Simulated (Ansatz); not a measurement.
**CuH: geometry and vibrations**

Aim: relax CuH from a cheap starting geometry, check the end point by its vibrations and derive ideal-gas thermochemistry.

Method: RKS PBE0-D4/def2-TZVP; program: Ansatz 0.2.0, Gaussian basis.

Levels to be run: relaxation at PBE0-D4/def2-TZVP; harmonic vibrations at the same level.

1 further run of the same task is left out (set aside as unsound or not needed).

**1. The starting structure**

SMILES `[CuH]`, 2 atoms, charge 0, spin multiplicity 1.

Atoms are counted from 1 here; the program's logs count them from 0.

Bond lengths: Cu1–H2 1.425 Å.

The start is a GFN2-xTB geometry.

**2. Relaxation at PBE0-D4/def2-TZVP**

in.yaml

```yaml
crystal:
  periodic: [false, false, false]
  atoms:
    - {symbol: Cu, position_ang: [-0.605070, 0.219030, -0.305880]}
    - {symbol: H, position_ang: [0.605070, -0.219030, 0.305880]}
basis:
  gaussian: {orbitals: def2-TZVP}
hamiltonian: {xc: pbe0, dispersion: d4}
relax: {f_tol: 0.005, max_steps: 150}
```

Launch:

```console
> ansatz run in.yaml --threads 2 --pin off --events-out ev --progress --plain --max-ram 32768MiB --backend cpu
```

After this run come: Force constants and modes.

**Question.** What will the summary of the whole plan be? Wanted: point group; shift from the start; total energy; dispersion term; dipole moment; wavenumber; zero-point energy.

As calculated:

```
                  quantity            value
               point group              C∞v
                     steps                4
shift from the start (rms)          0.030 Å
              total energy   -44649.4915 eV
           dispersion term           -8 meV
             dipole moment           2.74 D
                wavenumber        1860 cm⁻¹
         zero-point energy      11.1 kJ/mol
       entropy at 298.15 K  196.5 J/(mol K)
```

What this shows: The relaxed geometry lies 0.03 Å (rms) from the start; Cu1–H2 went from 1.425 to 1.485 Å. No mode is imaginary: a true minimum at this level. The stiffest mode, 1860 cm⁻¹, is a Cu–H stretch. Harmonic hybrid wavenumbers usually lie a few per cent above measured fundamentals.
